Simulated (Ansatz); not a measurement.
# AlBFHSe, SMILES F[B]1[AlH][Se]1: a short molecular-dynamics run

Computed with Ansatz's Python interface.

The cells in order, each with its output:

In [1]:
```python
import warnings

import ansatz as az
import numpy as np
```

In [2]:
```python
GEOMETRY = """
F    -1.34070   -0.79730    1.75780
B    -0.41810   -0.73610    0.67960
Al    0.73720    0.63270   -0.57450
Se    0.19880   -1.38470   -1.18810
H     0.87260    2.21190   -0.71620
"""

warnings.simplefilter("ignore", az.DeckWarning)

molecule = az.Crystal.molecule()
for line in GEOMETRY.strip().splitlines():
    symbol, *xyz = line.split()
    molecule = molecule.atom(symbol, [float(v) for v in xyz])
```

In [3]:
```python
calc = (
    molecule.calculation()
    .basis(gaussian="def2-SVP")
    .functional("PBE", dispersion="d4")
    .md("nve", timestep=0.5, steps=20, temperature=300, initial_velocities="maxwell_boltzmann", seed=29)
)
frames = []
out = calc.session().plan().execute(on_event=lambda e: frames.append(e["data"]) if e["event"] == "md_step" else None)
print("t (fs)   E_pot (eV)      E_kin (eV)   T (K)   d(0-1) (A)")
for f in frames[::2]:
    xyz = np.array(f["positions_ang"])
    print(f"{f['time_fs']:6.2f} {f['lagrangian_ev']:14.5f} {f['e_kin_ev']:10.5f} {f['temperature_k']:8.1f} {np.linalg.norm(xyz[0] - xyz[1]):9.4f}")
kept = np.array([f["conserved_ev"] for f in frames])
print(f"conserved energy moves by at most {1000 * np.ptp(kept):.3f} meV")
```
```text
t (fs)   E_pot (eV)      E_kin (eV)   T (K)   d(0-1) (A)
  0.00   -75326.60368    0.11633    300.0    1.4204
  1.00   -75326.58574    0.09842    253.8    1.4198
  2.00   -75326.58983    0.10252    264.4    1.4168
  3.00   -75326.61666    0.12934    333.6    1.4117
  4.00   -75326.66597    0.17863    460.6    1.4045
  5.00   -75326.73609    0.24870    641.3    1.3956
  6.00   -75326.82386    0.33640    867.5    1.3853
  7.00   -75326.92494    0.43740   1128.0    1.3742
  8.00   -75327.03442    0.54681   1410.1    1.3626
  9.00   -75327.14755    0.65988   1701.7    1.3512
 10.00   -75327.26040    0.77268   1992.6    1.3407
conserved energy moves by at most 0.403 meV
```

Caveats:
- These settings explore the input space; basis and method may be short of convergence.
- The trajectory is only some femtoseconds long, so its temperature is not equilibrated; where the script doesn't relax first, it starts from a rough generated geometry.
- The temperature counts the internal degrees of freedom alone.
- Finished in 27 s on 1 thread of Intel(R) Xeon(R) 6975P-C (Granite Rapids) (shared host), peak memory 0.23 GiB.

(Lines on the test bed's own set-up are left out of the output.)
